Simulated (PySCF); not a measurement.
# CH₇F₃SSi₃: electronic excitations

What electronic excitations should CH₇F₃SSi₃ (`F[Si](F)(F)CS[SiH2][SiH3]`) show?

Computed with PySCF 2.14.0, with density-fitted response routines of our own, on a single molecule in the gas phase. Atoms are numbered from 0 throughout.

## 1. The starting structure

15 atoms, charge 0, multiplicity 1; geometry from: GFN2-xTB.

Bonds of the start (Å): F0–Si1 1.58, Si1–F2 1.59, Si1–F3 1.59, Si1–C4 1.88, C4–S5 1.84, S5–Si6 2.16, Si6–Si7 2.31, C4–H8 1.09, C4–H9 1.09, Si6–H10 1.47, Si6–H11 1.46, Si7–H12 1.46, Si7–H13 1.46, Si7–H14 1.46.

## 2. Excited states and response: CAM-B3LYP/def2-SVPD

The job: settings as JSON, then the geometry in Å.

```
{"job": {"kind": "uv", "xc": "CAM-B3LYP", "basis": "def2-SVPD", "nstates": 8, "ntriplets": 3}, "charge": 0, "multiplicity": 1}
F     -2.532106     2.057813     0.942070
Si    -2.560968     1.037929    -0.267114
F     -1.818275     1.801404    -1.443845
F     -4.080309     0.987675    -0.726400
C     -1.855095    -0.659848     0.101523
S     -0.246013    -0.610955     0.996836
Si     1.160098    -0.173825    -0.588341
Si     3.272517    -0.457187     0.299005
H     -2.516179    -1.219202     0.762751
H     -1.708889    -1.251305    -0.801099
H      0.766353    -1.112460    -1.648299
H      0.811145     1.156952    -1.086390
H      3.432672     0.160531     1.614745
H      4.237683     0.161561    -0.612448
H      3.632955    -1.871093     0.423781
```

Level: TDDFT CAM-B3LYP/def2-SVPD, vertical, gas phase, core orbitals frozen in the response.

Command:

```bash
$ OMP_NUM_THREADS=1 python probes_run.py task.json out
```

The driver reads the jobs from task.json and runs them one after another.

The log of the run:

```text
coarse grid: 15184 points
cycle   1  E = -1607.7096860865  dE =  5.433e-01  |g| = 8.289e-01  |ddm| = 4.933e+00
cycle   2  E = -1607.6737681356  dE =  3.592e-02  |g| = 1.031e+00  |ddm| = 2.229e+00
cycle   3  E = -1607.8419386335  dE = -1.682e-01  |g| = 5.787e-02  |ddm| = 8.737e-01
cycle   4  E = -1607.8426893241  dE = -7.507e-04  |g| = 2.371e-02  |ddm| = 1.425e-01
cycle   5  E = -1607.8428471243  dE = -1.578e-04  |g| = 7.304e-03  |ddm| = 5.332e-02
cycle   6  E = -1607.8428629312  dE = -1.581e-05  |g| = 1.344e-03  |ddm| = 1.496e-02
cycle   7  E = -1607.8428634149  dE = -4.838e-07  |g| = 5.434e-04  |ddm| = 2.883e-03
final grid: 131152 points
cycle   8  E = -1608.0287830507  dE = -1.447e-05  |g| = 2.720e-03  |ddm| = 3.773e-02
cycle   9  E = -1608.0287827165  dE =  3.342e-07  |g| = 3.224e-03  |ddm| = 5.696e-03
cycle  10  E = -1608.0287844436  dE = -1.727e-06  |g| = 1.748e-04  |ddm| = 2.451e-03
cycle  11  E = -1608.0287844518  dE = -8.206e-09  |g| = 6.912e-05  |ddm| = 5.245e-04
cycle  12  E = -1608.0287844535  dE = -1.688e-09  |g| = 1.369e-05  |ddm| = 1.713e-04
cycle  13  E = -1608.0287844536  dE = -7.822e-11  |g| = 6.018e-06  |ddm| = 3.324e-05
converged SCF energy = -1608.0287844536

Static polarisability (au): isotropic 111.593, principal 92.080 99.818 142.882

Singlet excitations
state   eV       nm        f      main configurations
  1   5.3340    232.4   0.00737   H->L 0.64, H->L+1 0.27
  2   5.6329    220.1   0.00320   H->L+1 0.49, H->L 0.32
  3   6.5049    190.6   0.00718   H->L+2 0.60, H->L+3 0.31
  4   6.6198    187.3   0.00233   H->L+3 0.49, H->L+2 0.27
  5   6.9396    178.7   0.00662   H->L+4 0.51, H->L+5 0.18
  6   7.1022    174.6   0.04838   H-1->L 0.56, H-1->L+1 0.21
  7   7.1338    173.8   0.00667   H->L+5 0.38, H-2->L 0.27, H-1->L 0.13
  8   7.1842    172.6   0.01100   H-2->L 0.59, H->L+5 0.23, H->L+4 0.09

Triplet excitations (Tamm-Dancoff, eV): 4.7880 5.3383 6.2134
```

Wall time 2.1 min (1 thread of Arm Neoverse N1, shared host); peak memory 1.2 GiB.

The orbitals next to the gap, with their largest atomic shares:

| orbital | eV | atoms |
| --- | --- | --- |
| HOMO−3 | -11.40 | Si7 25 %, H14 20 %, Si6 19 % |
| HOMO−2 | -10.39 | Si6 30 %, Si7 29 %, S5 10 % |
| HOMO−1 | -10.21 | S5 57 %, Si6 17 %, C4 10 % |
| HOMO | -8.54 | S5 68 %, C4 11 %, Si6 9 % |
| LUMO | 0.15 | Si6 27 %, Si7 20 %, S5 17 % |
| LUMO+1 | 0.46 | S5 29 %, Si1 14 %, C4 12 % |
| LUMO+2 | 0.84 | Si7 33 %, Si6 28 %, H14 11 % |

With each of the 8 states as a Gaussian band of 0.4 eV half-width at 1/e, the curve within the window shown has maxima at 230 nm (ε 380), 175 nm (ε 2,900) L/(mol cm). Beyond the last state computed it falls off for lack of states. The curve at chosen wavelengths:

| nm | ε (L/mol/cm) |
| --- | --- |
| 166 | 1210 |
| 170 | 2258 |
| 174 | 2902 |
| 178 | 2734 |
| 181 | 2227 |
| 185 | 1472 |
| 189 | 909 |
| 193 | 563 |
| 197 | 351 |
| 201 | 219 |
| 204 | 165 |
| 208 | 144 |
| 212 | 172 |
| 216 | 230 |
| 220 | 296 |
| 224 | 351 |
| 227 | 376 |
| 231 | 381 |
| 235 | 354 |
| 239 | 304 |
| 243 | 241 |
| 247 | 178 |
| 250 | 136 |
| 254 | 90 |
| 258 | 56 |
| 262 | 33 |

Ground-state properties from the same run:

| property | computed |
| --- | --- |
| dipole moment (D) | 2.90 |
| polarisability (Å³) | 16.54 |
| HOMO–LUMO gap (eV) | 8.70 |
| −ε(HOMO) (eV) | 8.54 |

## 3. Outcome

```
                                quantity                        value
    lowest singlet (CAM-B3LYP/def2-SVPD)  5.33 eV (232 nm), f = 0.007
brightest single state of those computed  state 6, 7.10 eV, f = 0.048
                          lowest triplet                      4.79 eV
```

In words: The first singlet state (HOMO→LUMO 0.64, HOMO→LUMO+1 0.27) lies at 5.33 eV and is weak; of the 8 states computed, the strongest absorption comes from state 6 at 7.10 eV. The lowest triplet lies 0.55 eV below the lowest singlet (triplets in Tamm-Dancoff, singlets in full TDDFT).
